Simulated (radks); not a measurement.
# Ionisation of Eu: one atom, several choices of relativity

An exercise on one series of results from a longer session: the logs are not shown, and one member is left open.

Program: radks (a radial shooting solver on a logarithmic mesh, Libxc functionals) version 1. Level of theory: Kohn-Sham, PBE, spin-unpolarised, spherical densities. These are calculated values, not measurements, unless marked.

### What is computed

| Item | Value |
| --- | --- |
| element | europium (Z = 63) |
| charge | 0 |
| electrons | 63 |
| configuration | [Xe] 4f7 6s2 |
| ion | Eu⁺, [Xe] 4f7 6s1 |
| choices | non-relativistic; scalar-relativistic; Dirac, 2j+1 shares; Dirac, low j first; scalar-relativistic, finite nucleus; Dirac, 2j+1 shares, finite nucleus; Dirac, c × 3; Dirac, c × 2; Dirac, c × 5 |

The first run:

Input:

```text
Z 63
configuration [Xe] 4f7 6s2 5d0 6p0
relativity non-relativistic
functional pbe,pbe
spin unpolarised
nucleus point
```

Steps of the session up to this table: non-relativistic: Eu.

One table of the session follows, with a row left open; its other results are not shown here.

It belongs to the step «non-relativistic: Eu». Sizes of the orbitals, from the radial functions (bohr):

```
level     <r>  outermost maximum (interpolated)  90 % within  nodes
   4p  0.6154                             0.565        0.894      2
   4d  0.6545                             0.574        0.983      1
   5s   1.475                              1.31         2.13      4
   5p   1.673                              1.44         2.46      3
   4f  0.9128                             0.580         1.58      0
   6s       ?                                 ?            ?      ?
   5d   3.117                              2.07         5.21      2
   6p   6.000                              4.96         9.01      4
```

Q: Estimate the row for 6s from the others.

As computed: <r>: 4.525; outermost maximum (interpolated): 3.88; 90 % within: 6.67; nodes: 5. In the column «<r>» it lies between 5d (3.117) and 6p (6.000).

Caveats from the session: Spin polarisation and multiplet splitting of open shells are left out at every level.
